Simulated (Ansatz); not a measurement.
# C3H11FSi2: molecular dynamics

Aim: follow the molecule's vibrations and see whether its bonds hold. The start is relaxed first. Runs: 300 steps of 1 fs under a Langevin thermostat at 300 K. SMILES of the start: C[SiH](CF)C[SiH3].

All numbers below are computed with Ansatz 0.2.0 (RKS PBE0-D4/STO-3G).

## Step 1: The starting structure

Bond lengths (14 of 16 bonds, heavy atoms first): C1–Si2 1.843 Å, Si2–C3 1.825 Å, C3–F4 1.414 Å, Si2–C5 1.851 Å, C5–Si6 1.848 Å, C1–H7 1.117 Å, C1–H8 1.118 Å, C1–H9 1.022 Å, Si2–H10 1.497 Å, C3–H11 1.080 Å, C3–H12 1.097 Å, C5–H13 1.149 Å, C5–H14 1.123 Å, Si6–H15 1.483 Å. Angles (14 of 30 angles, heavy atoms first): C1–Si2–C3 109.0°, C1–Si2–C5 114.4°, C3–Si2–C5 113.7°, Si2–C3–F4 112.2°, Si2–C5–Si6 110.6°, C1–Si2–H10 106.3°, C3–Si2–H10 107.5°, C5–Si2–H10 105.5°, Si2–C1–H7 111.3°, Si2–C1–H8 109.1°, Si2–C1–H9 112.4°, Si2–C3–H11 114.4°, Si2–C3–H12 114.6°, F4–C3–H11 102.9°.

As a file:

```xyz
17

C    -0.8946   -1.2604   -1.3291
Si   -0.2794   -0.8404    0.3562
C     1.5141   -1.1684    0.4320
F     2.0872   -0.7305    1.6480
C    -0.7511    0.8505    0.9433
Si    0.0583    2.1483   -0.0939
H    -0.4245   -0.6099   -2.1056
H    -1.9796   -1.0010   -1.3968
H    -0.7794   -2.2517   -1.5495
H    -0.9513   -1.7913    1.2972
H     2.0953   -0.6424   -0.3112
H     1.7872   -2.2296    0.3798
H    -1.8907    0.9971    0.9166
H    -0.4727    0.9871    2.0230
H    -0.4174    2.0116   -1.4917
H    -0.2663    3.5258    0.4201
H     1.5460    2.0050   -0.0982
```

## Step 2: Preparing the start

Input file input.yaml:

```yaml
crystal:
  periodic: [false, false, false]
  atoms:
    - { symbol: C, position_ang: [-0.8946, -1.2604, -1.3291] }
    - { symbol: Si, position_ang: [-0.2794, -0.8404, 0.3562] }
    - { symbol: C, position_ang: [1.5141, -1.1684, 0.432] }
    - { symbol: F, position_ang: [2.0872, -0.7305, 1.648] }
    - { symbol: C, position_ang: [-0.7511, 0.8505, 0.9433] }
    - { symbol: Si, position_ang: [0.0583, 2.1483, -0.0939] }
    - { symbol: H, position_ang: [-0.4245, -0.6099, -2.1056] }
    - { symbol: H, position_ang: [-1.9796, -1.001, -1.3968] }
    - { symbol: H, position_ang: [-0.7794, -2.2517, -1.5495] }
    - { symbol: H, position_ang: [-0.9513, -1.7913, 1.2972] }
    - { symbol: H, position_ang: [2.0953, -0.6424, -0.3112] }
    - { symbol: H, position_ang: [1.7872, -2.2296, 0.3798] }
    - { symbol: H, position_ang: [-1.8907, 0.9971, 0.9166] }
    - { symbol: H, position_ang: [-0.4727, 0.9871, 2.023] }
    - { symbol: H, position_ang: [-0.4174, 2.0116, -1.4917] }
    - { symbol: H, position_ang: [-0.2663, 3.5258, 0.4201] }
    - { symbol: H, position_ang: [1.546, 2.005, -0.0982] }
basis:
  gaussian: { orbitals: STO-3G }
hamiltonian:
  xc: pbe0
  dispersion: d4
relax:
  f_tol: 0.02
  max_steps: 40
output:
  orbitals: {}
```

Run with:

```console
$ ansatz run input.yaml --threads 1 --pin off --max-ram 2048MiB --backend cpu --events-out ev --progress --plain --runs-dir out
```

The runs that follow: Dynamics.

**Question.** What will these runs give? Wanted: relaxation of the start; temperature, first and last step; temperature, second half; potential energy, second half; bonds formed or broken.

As calculated:

| quantity | value |
| --- | --- |
| relaxation of the start | 7 moves, 0.669 eV lower |
| length | 300 steps of 1 fs |
| temperature, first and last step | 282 and 204 K |
| temperature, second half | mean 265 K, from 170 to 373 K |
| potential energy, second half | +29 meV/atom from the start |
| bonds formed or broken | 0 |

What this shows: Against a set 300 K the second half averages 265 K with a spread of 45 K. The bonds all hold. Averages from a run of 300 fs with 17 atoms are rough. The nuclei move classically, without zero-point motion, which matters most for hydrogen. In so small a basis the energies are only a sketch.
